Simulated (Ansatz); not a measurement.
**ZrHBr: a listed cell, distorted in several ways**

How do energy, forces, pressure and gap of ZrHBr change under further strains and shifts, swapped elements? Each case is one self-consistent run.

Method: DFT PBEsol, scalar-relativistic, plane waves, PAW, in Ansatz 0.2.0.

1 further run of the same task is left out (set aside as unsound or not needed).

**1. The starting structure**

The structure is trigonal, space group P-3m1 (No. 164). Conventional cell: a = 3.451 Å, b = 3.451 Å, c = 10.228 Å, α = 90.00°, β = 90.00°, γ = 120.00°. Around Zr (site symmetry 3m) lie 4 H at 2.07 to 2.18 Å and 3 Br at 2.76 Å. H (site symmetry 3m) is surrounded by 4 Zr at 2.07 to 2.18 Å. Br (site symmetry 3m) has 3 Zr at 2.76 Å and 1 H at 2.79 Å as nearest neighbours.

As a file:

```cif
data_structure
_symmetry_space_group_name_H-M 'P-3m1'
_symmetry_Int_Tables_number 164
_cell_length_a 3.4510
_cell_length_b 3.4510
_cell_length_c 10.2284
_cell_angle_alpha 90.000
_cell_angle_beta 90.000
_cell_angle_gamma 120.000
_cell_volume 105.49
loop_
_atom_site_label
_atom_site_type_symbol
_atom_site_symmetry_multiplicity
_atom_site_Wyckoff_symbol
_atom_site_fract_x
_atom_site_fract_y
_atom_site_fract_z
_atom_site_occupancy
Zr1 Zr 2 d 0.33333 0.66667 0.64399 1
H1 H 2 d 0.33333 0.66667 0.44163 1
Br1 Br 2 d 0.33333 0.66667 0.16881 1
```

The structure comes from the Materials Project (structure only).

**2. One element swapped, cell strained: Zr → Rh, first probe**

What differs from the listed cell: Rh takes all sites of Zr, and lengths are scaled by 0.939 as a first guess of the size; strain xx, yy, zz, yz, xz, xy = -0.7, -0.7, +2.3, +0.0, +0.0, +0.0 %; atoms moved by 0.10 Å root mean square, at most 0.15 Å.

The input, input.yaml:

```yaml
crystal:
  lattice:
    - [3.2197237327, 0.0, 0.0]
    - [-1.6098618664, 2.7883625457, 0.0]
    - [0.0, 0.0, 9.8312290273]
  atoms:
    - { symbol: Rh, position: [0.3333333333, 0.6666666667, 0.650324996], spin: 1.0 }
    - { symbol: Rh, position: [0.6666666667, 0.3333333333, 0.349675004], spin: 1.0 }
    - { symbol: H, position: [0.3333333333, 0.6666666667, 0.4270643916] }
    - { symbol: H, position: [0.6666666667, 0.3333333333, 0.5729356084] }
    - { symbol: Br, position: [0.3333333333, 0.6666666667, 0.1746855131] }
    - { symbol: Br, position: [0.6666666667, 0.3333333333, 0.8253144869] }
basis:
  ecutwfc: 420
kpoints:
  mp_grid: { grid: [6, 6, 2] }
hamiltonian:
  xc: pbesol
scf:
  occupations: { method: gaussian, width: 0.1 }
  lower_state_search: "off"
output:
  forces: true
  stress: true
  eigenvalues: true
  populations: true
magnetization:
  spin_polarized: true
```

Command:

```console
$ ansatz run input.yaml --threads 1 --pin off --max-ram 1331MiB --backend cpu --events-out ev --progress --plain --runs-dir out
```

Output (excerpt; [...] marks lines left out):

```text
Warning: RAYON_NUM_THREADS=1 ignored (pool sized by the plan → 1); use --threads N
[...]
Pseudopotentials: kind: paw
Pseudopotential: Rh, paw, valence charge 17, recommended cutoff 420 eV (normal), Rh.paw.azcp
Pseudopotential: H, paw, valence charge 1, recommended cutoff 420 eV (normal), H.paw.azcp
Pseudopotential: Br, paw, valence charge 7, recommended cutoff 420 eV (normal), Br.paw.azcp
Functional definition: PBEsol
[...]
Crystal: 6 atoms, lattice volume = 88.262 Å³
Basis set: ecut = 420 eV, 1737 PW (Γ), exchange–correlation on 48×48×144 points (8 copies of the dense FFT grid, shifted against one another)
Bands: 32, of which v1, the nominal top of the filled ones, is band 25 counted from 1 (24 counted from 0)
Symmetry: 12 space group operations
Space group: P-3m1 (ITA 164), of the structure as read, at distance tolerance 4.5e-5 Å
Magnetic group: BNS 164.85 (UNI 1315), of the structure as read, at distance tolerance 4.5e-5 Å
k-points: 14 of 72
[...]
Starting moments: Σ|m| = 2 μB on 2 of 6 sites
[...]
SCF iter   1: F=—  HF=-18185.822064 eV  |F-HF|=—  |Δ(HF+E_count)|=         —  Δρ=7.94e-2 (↑3.96e-2 ↓7.94e-2)  dr2=7.39e1  dr2_m=8.89e-1  M=0.305 μB ∫|m|=0.380 μB  β_m=0.30  ethr=3.10e-3  ⟨swp⟩=7.1  Hψ=4080  notcnv=0
[...]
spin=Collinear: Kerker preconditioning applied to the charge; magnetization (m = ρ↑ − ρ↓) channel mixes plain (no charge-response kernel on spin).
[...]
SCF converged after 22 iterations
Magnetization: 0.3069 μB (25.1535 up, 24.8465 down)
Absolute magnetization: 0.3188 μB (∫|ρ↑−ρ↓|, with the PAW one-centre terms)
Spin contamination: 0.0004 ħ² per cell (⟨S²⟩ above its minimum at these occupations)
Per-site moments (μB) at R_I (Å): [(0.09458033589400365, 0.8285406083786745), (0.0945803358940036, 0.8285406083786745), (-0.0017851294924408137, 0.8285406083786745), (-0.001785129492440712, 0.8285406083786745), (0.025635593152086376, 1.0234927544269807), (0.025635593152086376, 1.0234927544269807)]
Free energy (F): -18179.490273 eV
[...]
E sigma→0 (E₀):  -18179.473283 eV
Entropy (-TS):   -0.033979 eV (-5.663 meV/atom)
Fermi energy:    10.534815 eV
[...]
--- Forces (eV/Å), atoms counted from 1 ---
  atom   1  Rh     0.00000000     0.00000000    -2.06371569
  atom   2  Rh    -0.00000000    -0.00000000     2.06371569
  atom   3  H     -0.00000000     0.00000000     0.35874856
  atom   4  H      0.00000000    -0.00000000    -0.35874856
  atom   5  Br     0.00000000     0.00000000    -0.85722438
  atom   6  Br    -0.00000000    -0.00000000     0.85722438
[...]
--- Stress (GPa, compression-positive) ---
       -2.322306      -0.000000       0.000000
        0.000000      -2.322306      -0.000000
        0.000000      -0.000000      -2.609548
  P = ⅓ Tr σ = -2.4181 GPa (-24.181 kbar)
--- Band table (eV; the first three rows and the last of 28) ---
[...]
--- Löwdin populations: 6 sites ---
  site symbol       q [e]    m [muB]
     0     Rh     16.7833     0.1170
     1     Rh     16.7833     0.1170
     2      H      1.0746    -0.0019
     3      H      1.0746    -0.0019
     4     Br      6.9802     0.0386
     5     Br      6.9802     0.0386
  spilling = 0.006477 (of n_electrons = 50.000000)
```

It took 6.5 s on 1 thread of an x86-64 CPU, shared host; peak memory 0.39 GiB.

Site by site:

```csv
atom,moment in the atom's sphere (μB),Löwdin electrons
Rh1,0.09,16.78
Rh2,0.09,16.78
H3,0.00,1.07
H4,0.00,1.07
Br5,0.03,6.98
Br6,0.03,6.98
```

The Löwdin counts miss 0.32 of the 50 electrons, which the atomic orbitals do not span, so they are no charges.

**3. One element swapped, cell strained: Zr → Rh**

The input, input.yaml:

```yaml
crystal:
  lattice:
    - [3.2197237327, 0.0, 0.0]
    - [-1.6098618664, 2.7883625457, 0.0]
    - [0.0, 0.0, 9.8312290273]
  atoms:
    - { symbol: Rh, position: [0.3333333333, 0.6666666667, 0.650324996], spin: 0.19 }
    - { symbol: Rh, position: [0.6666666667, 0.3333333333, 0.349675004], spin: 0.19 }
    - { symbol: H, position: [0.3333333333, 0.6666666667, 0.4270643916] }
    - { symbol: H, position: [0.6666666667, 0.3333333333, 0.5729356084] }
    - { symbol: Br, position: [0.3333333333, 0.6666666667, 0.1746855131], spin: 0.05 }
    - { symbol: Br, position: [0.6666666667, 0.3333333333, 0.8253144869], spin: 0.05 }
basis:
  ecutwfc: 420
kpoints:
  mp_grid: { grid: [12, 12, 4] }
hamiltonian:
  xc: pbesol
scf:
  occupations: { method: gaussian, width: 0.1 }
output:
  forces: true
  stress: true
  eigenvalues: true
  populations: true
magnetization:
  spin_polarized: true
```

Command:

```console
$ ansatz run input.yaml --threads 1 --pin off --max-ram 1331MiB --backend cpu --events-out ev --progress --plain --runs-dir out
```

Output (excerpt; [...] marks lines left out):

```text
Warning: RAYON_NUM_THREADS=1 ignored (pool sized by the plan → 1); use --threads N
[...]
[... 5 set-up lines as earlier in the session ...]
[...]
Crystal: 6 atoms, lattice volume = 88.262 Å³
Basis set: ecut = 420 eV, 1737 PW (Γ), exchange–correlation on 48×48×144 points (8 copies of the dense FFT grid, shifted against one another)
Bands: 32, of which v1, the nominal top of the filled ones, is band 25 counted from 1 (24 counted from 0)
[... 2 set-up lines as earlier in the session ...]
Magnetic group: BNS 164.85 (UNI 1315), of the structure as read, at distance tolerance 4.5e-5 Å
k-points: 69 of 576
[...]
Starting moments: Σ|m| = 0.48 μB on 4 of 6 sites
[...]
WARN: the starting moments were not kept: the SCF closed with an absolute magnetisation of 3.9e-5 μB, where they sum to 0.48 μB in size (4 sites). That is at most 0.1 of that sum. Measured as dr2_m measures the in/out step, that magnetisation stands 3.0e-10 eV from none, at or under the [...]
Free energy (F): -18179.475677 eV
[...]
E sigma→0 (E₀):  -18179.458983 eV
Entropy (-TS):   -0.033388 eV (-5.565 meV/atom)
Fermi energy:    10.513958 eV
[...]
--- Forces (eV/Å), atoms counted from 1 ---
  atom   1  Rh     0.00000000     0.00000000    -2.09472634
  atom   2  Rh    -0.00000000    -0.00000000     2.09472634
  atom   3  H     -0.00000000     0.00000000     0.36394513
  atom   4  H      0.00000000    -0.00000000    -0.36394513
  atom   5  Br    -0.00000000     0.00000000    -0.87789470
  atom   6  Br    -0.00000000    -0.00000000     0.87789470
[...]
--- Stress (GPa, compression-positive) ---
       -2.335273       0.000000       0.000000
        0.000000      -2.335273      -0.000000
        0.000000      -0.000000      -2.275133
  P = ⅓ Tr σ = -2.3152 GPa (-23.152 kbar)
--- Band table (eV; the first three rows and the last of 138) ---
[...]
--- Löwdin populations: 6 sites ---
  site symbol       q [e]    m [muB]
     0     Rh     16.7819     0.0000
     1     Rh     16.7819     0.0000
     2      H      1.0746    -0.0000
     3      H      1.0746    -0.0000
     4     Br      6.9823     0.0000
     5     Br      6.9823     0.0000
  spilling = 0.006448 (of n_electrons = 50.000000)
```

It took 3 min on 1 thread of an x86-64 CPU, shared host; peak memory 1.1 GiB.

Site by site:

```csv
atom,Löwdin electrons
Rh1,16.78
Rh2,16.78
H3,1.07
H4,1.07
Br5,6.98
Br6,6.98
```

The Löwdin counts miss 0.32 of the 50 electrons, which the atomic orbitals do not span, so they are no charges.

**4. A distortion that keeps the symmetry**

Against the listed cell: strain xx, yy, zz, yz, xz, xy = +0.9, +0.9, +9.9, +0.0, +0.0, +0.0 %; atoms moved by 0.25 Å root mean square, at most 0.36 Å.

The input, input.yaml:

```yaml
crystal:
  lattice:
    - [3.4814473459, 0.0, 0.0]
    - [-1.740723673, 3.0150218435, 0.0]
    - [0.0, 0.0, 11.2393002428]
  atoms:
    - { symbol: Zr, position: [0.3333333333, 0.6666666667, 0.6092564711] }
    - { symbol: Zr, position: [0.6666666667, 0.3333333333, 0.3907435289] }
    - { symbol: H, position: [0.3333333333, 0.6666666667, 0.4579271956] }
    - { symbol: H, position: [0.6666666667, 0.3333333333, 0.5420728044] }
    - { symbol: Br, position: [0.3333333333, 0.6666666667, 0.1867024712] }
    - { symbol: Br, position: [0.6666666667, 0.3333333333, 0.8132975288] }
basis:
  ecutwfc: 420
kpoints:
  mp_grid: { grid: [12, 12, 4] }
hamiltonian:
  xc: pbesol
scf:
  occupations: { method: gaussian, width: 0.1 }
output:
  forces: true
  stress: true
  eigenvalues: true
  populations: true
```

Command:

```console
$ ansatz run input.yaml --threads 1 --pin off --max-ram 1331MiB --backend cpu --events-out ev --progress --plain --runs-dir out
```

Output (excerpt; [...] marks lines left out):

```text
Warning: RAYON_NUM_THREADS=1 ignored (pool sized by the plan → 1); use --threads N
[...]
[... 1 set-up line as earlier in the session ...]
Pseudopotential: Zr, paw, valence charge 12, recommended cutoff 420 eV (normal), Zr.paw.azcp
[... 3 set-up lines as earlier in the session ...]
[...]
Crystal: 6 atoms, lattice volume = 117.975 Å³
Basis set: ecut = 420 eV, 2299 PW (Γ), exchange–correlation on 48×48×160 points (8 copies of the dense FFT grid, shifted against one another)
Bands: 26, of which v1, the nominal top of the filled ones, is band 20 counted from 1 (19 counted from 0)
[... 1 set-up line as earlier in the session ...]
Space group: P-3m1 (ITA 164), of the structure as read, at distance tolerance 4.9e-5 Å
k-points: 69 of 576
[...]
E sigma→0 (E₀):  -13764.991826 eV
Entropy (-TS):   -0.032842 eV (-5.474 meV/atom)
Fermi energy:    7.645006 eV
[...]
--- Forces (eV/Å), atoms counted from 1 ---
  atom   1  Zr    -0.00000000     0.00000000     5.21369657
  atom   2  Zr     0.00000000    -0.00000000    -5.21369657
  atom   3  H      0.00000000    -0.00000000    -2.80625424
  atom   4  H     -0.00000000     0.00000000     2.80625424
  atom   5  Br    -0.00000000     0.00000000     2.22480571
  atom   6  Br     0.00000000    -0.00000000    -2.22480571
[...]
--- Stress (GPa, compression-positive) ---
       -2.451822       0.000000      -0.000000
        0.000000      -2.451822       0.000000
       -0.000000       0.000000      -0.486579
  P = ⅓ Tr σ = -1.7967 GPa (-17.967 kbar)
--- Band table (eV; the first three rows and the last of 69) ---
[... band rows left out ...]
[...]
--- Löwdin populations: 6 sites ---
  site symbol       q [e]
     0     Zr     11.6038
     1     Zr     11.6038
     2      H      1.1228
     3      H      1.1228
     4     Br      7.1694
     5     Br      7.1694
  spilling = 0.005201 (of n_electrons = 40.000000)
```

Run time: 11 s. Hardware: 1 thread of an x86-64 CPU, shared host; peak memory 0.49 GiB.

Per atom:

```csv
atom,Löwdin electrons
Zr1,11.60
Zr2,11.60
H3,1.12
H4,1.12
Br5,7.17
Br6,7.17
```

The Löwdin counts miss 0.21 of the 40 electrons, which the atomic orbitals do not span, so they are no charges.

**5. Changing settings: symmetry.detect false**

Changes to input.yaml since step 4:

```diff
@@ -12,2 +12,3 @@
     - { symbol: Br, position: [0.6666666667, 0.3333333333, 0.8132975288] }
+  symmetry: { detect: false }
 basis:
@@ -22,4 +23,3 @@
   forces: true
+  eigenvalues: true
   stress: true
-  eigenvalues: true
-  populations: true
```

Command:

```console
$ ansatz run input.yaml --threads 1 --pin off --max-ram 1331MiB --backend cpu --events-out ev --progress --plain --runs-dir out
```

Output (excerpt; [...] marks lines left out):

```text
Warning: RAYON_NUM_THREADS=1 ignored (pool sized by the plan → 1); use --threads N
[...]
[... 5 set-up lines as earlier in the session ...]
[...]
Crystal: 6 atoms, lattice volume = 117.975 Å³
Basis set: ecut = 420 eV, 2299 PW (Γ), exchange–correlation on 48×48×160 points (8 copies of the dense FFT grid, shifted against one another)
Bands: 26, of which v1, the nominal top of the filled ones, is band 20 counted from 1 (19 counted from 0)
Symmetry: 1 space group operations
k-points: 292 of 576 (time reversal used)
[...]
SCF iter   1: F=—  HF=-13765.086431 eV  |F-HF|=—  |Δ(HF+E_count)|=         —  Δρ=1.00e-2  dr2=6.57e-1  ethr=1.77e-3  ⟨swp⟩=6.7  Hψ=37355  notcnv=0
[...]
SCF iter   9: F=-13765.008247 eV  HF=-13765.008247 eV  |F-HF|=7.20e-9  |Δ(HF+E_count)|=   2.10e-8  Δρ=2.74e-6  dr2=1.20e-8  ethr=2.50e-10  ⟨swp⟩=10.2  Hψ=30836  notcnv=0
[...]
SCF converged after 9 iterations
Free energy (F): -13765.008247 eV
[...]
E sigma→0 (E₀):  -13764.991826 eV
Entropy (-TS):   -0.032842 eV (-5.474 meV/atom)
Fermi energy:    7.645006 eV
[...]
--- Forces (eV/Å), atoms counted from 1 ---
  atom   1  Zr    -0.00000003     0.00000002     5.21369717
  atom   2  Zr     0.00000006    -0.00000002    -5.21370254
  atom   3  H      0.00000003    -0.00000003    -2.80625621
  atom   4  H     -0.00000004     0.00000002     2.80625376
  atom   5  Br    -0.00000002    -0.00000004     2.22480416
  atom   6  Br     0.00000002    -0.00000001    -2.22480768
[...]
--- Stress (GPa, compression-positive) ---
       -2.451824       0.000000      -0.000000
        0.000000      -2.451824      -0.000000
       -0.000000      -0.000000      -0.486574
  P = ⅓ Tr σ = -1.7967 GPa (-17.967 kbar)
--- Band table (eV; the first three rows and the last of 292) ---
[... band rows left out ...]
[...]
```

It took 44 s on 1 thread of an x86-64 CPU, shared host; peak memory 0.91 GiB.

```csv
run,ending,energy change,pressure (GPa),gap (eV),force (eV/Å),cycles,time
step 4,converged,0,-1.8,0.00,5.21,9,11 s
variant,converged,0.0 meV/atom,-1.8,0.00,5.21,9,44 s
```

Energy and cycle count are those of the reference, so the change (use of symmetry) left the result and the number of cycles as they were. Cost: 44 s against 11 s.

**6. Summary of results**

| step | case | energy (meV/atom) | pressure (GPa) | largest force (eV/Å) | gap on the mesh (eV) |
| --- | --- | --- | --- | --- | --- |
|  | listed cell, run earlier | 0 | -4.2 | 0.44 | 0.00 |
| 3 | one element swapped, cell strained: Zr → Rh | n/a | -2.3 | 2.09 | 0.00 |
| 4 | a distortion that keeps the symmetry | +328.9 | -1.8 | 5.21 | 0.00 |

Energies are counted from the listed cell, with the smearing taken to zero. Other atoms or functionals have another zero of energy (n/a). A gap of 0.00 means none on the mesh at this level.

The listed cell carries -4.2 GPa and forces up to 0.44 eV/Å at this level, so it is not this functional's equilibrium. The comparable points lie above the listed cell.
